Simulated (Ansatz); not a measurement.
Wanted: the native input for an Ansatz 0.2.0 run.

```yaml
Task: single point
Functional: PBEsol
Potentials_or_basis: Ansatz PAW
Cutoff: "420 eV (not typed: the program's choice for these potentials)"
k_mesh: 7 × 7 × 7
Occupations: fermi-dirac, width 0.05 eV
Spin: no spin polarisation
```

BiTe:

```xyz
2
Lattice="0.0000 3.2350 3.2350 3.2350 0.0000 3.2350 3.2350 3.2350 0.0000" Properties=species:S:1:pos:R:3 pbc="T T T"
Bi    0.0000    0.0000    0.0000
Te    3.2350    3.2350    3.2350
```

One way to write it, as run:

input.yaml

```yaml
crystal:
  lattice:
    - [0.0, 3.235, 3.235]
    - [3.235, 0.0, 3.235]
    - [3.235, 3.235, 0.0]
  atoms:
    - { symbol: Bi, position: [0.0, 0.0, 0.0] }
    - { symbol: Te, position: [0.5, 0.5, 0.5] }
hamiltonian:
  xc: pbesol
  pseudopotentials: { kind: paw }
kpoints:
  mp_grid: { grid: [7, 7, 7] }
scf:
  occupations: { method: fermi_dirac, width: 0.05 }
output:
  forces: true
  stress: true
  eigenvalues: true
```

Potentials or basis: Ansatz PAW.

Run with:

```sh
$ ansatz run input.yaml --threads 2 --pin off --max-ram 5632MiB --backend cpu --events-out ev --progress --plain --runs-dir out
```

Results of the run:

```
Pressure               : -1.5 GPa
Band gap on the k mesh : none (metal or under the smearing width)
```

Caveat: spin-orbit coupling is left out, which moves the levels of the heavy elements; the PAW data sets come from PBE, with cores solved anew for the run's functional, which leaves a small shift of forces and pressure.

Run time: 0.86 s on 2 threads of Intel(R) Xeon(R) Platinum 8488C (Sapphire Rapids), on a shared host, peak memory 0.4 GiB.
